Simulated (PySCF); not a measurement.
# Cl4CrN ([Cr(N)Cl4]2-): the cost of one run

Computed with PySCF 2.14.0 and routines of our own; the level stands in each step. Atoms count from 0.

## 1. The system as given

6 atoms, charge -2, states of the metal's open shell are computed; geometry from: model start, shaken.

## 2. Optimising the geometry at PBE0-D3(BJ)/def2-TZVP

Job settings and geometry (Å):

```
{"job": {"xc": "PBE0", "basis": "def2-TZVP", "d3": "d3bj", "grid": 1, "maxiter": 45, "solvent": "water", "kind": "geom"}, "charge": -2, "metal": "Cr", "open_shell": "d1"}
Cr     0.000020     0.004480    -0.004110
N     -0.013360    -0.006820     1.465130
Cl     2.108390     0.020100    -0.378990
Cl    -2.116800     0.007350    -0.366250
Cl     0.001580     2.093530    -0.372050
Cl     0.010430    -2.127650    -0.378470
```

The run is started by

```sh
$ OMP_NUM_THREADS=1 python lf_run.py task.json out
```

This one command runs all jobs of the session in turn.

**Question.** How long does this first job take on 1 thread of Intel Xeon at 2.50GHz, shared host, and how much memory does it need?

About 24 min, with a peak of 1.4 GiB.
